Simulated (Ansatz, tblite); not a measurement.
**The cluster Pd₃O₃−: a ladder of methods and basis sets**

Aim: run the doublet of the cluster Pd₃O₃− at one geometry on many levels, and compare frontier levels, spin and run time.

Program: Ansatz 0.2.0, Gaussian basis. Level of theory: as each input shows. These are calculated values, not measurements.

Levels to be run: GFN1-xTB, GFN2-xTB, PBE-D4/def2-TZVPD, r2SCAN-D4/def2-TZVPD, PBE-QIDH/def2-TZVPD, BHLYP-D4/def2-TZVPD, HSE06-D4/def2-TZVPD, MP2/def2-TZVPD, RPA/def2-TZVPD.

7 further runs of the same task are left out: 7 set aside as unsound or not needed.

## (1) The structure

The geometry is that of the doublet, from an earlier relaxation (r2SCAN-D4/def2-SVPD). At that level it is the lowest of the isomers that a small search found.

6 atoms, charge -1, spin multiplicity 2.

Bond lengths: Pd1–O4 1.942 Å, Pd1–O5 1.941 Å, Pd2–O4 1.924 Å, Pd2–O6 1.963 Å, Pd3–O5 1.923 Å, Pd3–O6 1.963 Å. Angles: O4–Pd1–O5 150.7°, O4–Pd2–O6 158.6°, O5–Pd3–O6 158.5°, Pd1–O4–Pd2 86.0°, Pd1–O5–Pd3 86.1°, Pd2–O6–Pd3 80.2°.

Pd takes a core potential in the def2 sets. No spin-orbit coupling is included. The ion is computed in the gas phase, without counter-ions or solvent.

PBE0-D4/def2-TZVPD was run before; its log isn't repeated, and its numbers join the tables.

## (2) GFN1-xTB

Tight binding, by tblite at 300 K electronic temperature and without a spin-polarisation term:

```python
tblite.interface.Calculator('GFN1-xTB', numbers, positions, charge=-1, uhf=1).singlepoint()
```

Energy -751.9277 eV; 0.025 s.

## (3) GFN2-xTB

Tight binding, by tblite at 300 K electronic temperature and without a spin-polarisation term:

```python
tblite.interface.Calculator('GFN2-xTB', numbers, positions, charge=-1, uhf=1).singlepoint()
```

Energy -705.0152 eV; 0.026 s.

## (4) PBE-D4/def2-TZVPD

start.molden holds the orbitals of an earlier run on this state, given as this run's starting guess.

in.yaml

```yaml
crystal:
  periodic: [false, false, false]
  atoms:
    - {symbol: Pd, position_ang: [-1.058331, 0.564285, -1.015603]}
    - {symbol: Pd, position_ang: [0.715245, -1.246188, -0.288530]}
    - {symbol: Pd, position_ang: [0.292622, 0.718768, 1.244948]}
    - {symbol: O, position_ang: [-0.410900, -1.071393, -1.838637]}
    - {symbol: O, position_ang: [-1.039331, 1.848640, 0.439963]}
    - {symbol: O, position_ang: [1.500707, -0.814103, 1.457869]}
basis:
  gaussian: {orbitals: def2-TZVPD, initial_orbitals: start.molden}
total_charge: -1
magnetization: {spin_polarized: true, initial_magnetization: 1}
hamiltonian: {xc: pbe, dispersion: d4}
scf: {omitted_lower_state_checks: [starts]}
output: {forces: true, orbitals: {seedname: orbitals}}
```

On the command line:

```sh
$ ansatz run in.yaml --threads 4 --pin off --events-out ev --progress --plain --max-ram 4787MiB
```

The runs that follow: r2SCAN-D4/def2-TZVPD; PBE-QIDH/def2-TZVPD; BHLYP-D4/def2-TZVPD; HSE06-D4/def2-TZVPD; MP2/def2-TZVPD; RPA/def2-TZVPD.

**Question.** What will the summary of the whole plan be? Wanted: gap in def2-TZVPD, named functionals, smallest and largest; correlation energy, MP2/def2-TZVPD; ⟨S²⟩ in def2-TZVPD, named functionals, smallest and largest.

The runs gave:

| quantity | value |
| --- | --- |
| gap in def2-TZVPD, named functionals, smallest and largest | 0.14 eV (PBE-D4), 3.95 eV (BHLYP-D4) |
| correlation energy, MP2/def2-TZVPD | -58.13 eV |
| ⟨S²⟩ in def2-TZVPD, named functionals, smallest and largest | 1.753, 2.101 |

What this shows: Over the named functionals in def2-TZVPD the gap runs from 0.14 eV (PBE-D4) to 3.95 eV (BHLYP-D4); exact exchange widens it. Over the named functionals in def2-TZVPD spin contamination reaches 1.35 (BHLYP-D4), and every level is far from pure, so all describe a mixture with higher spin.
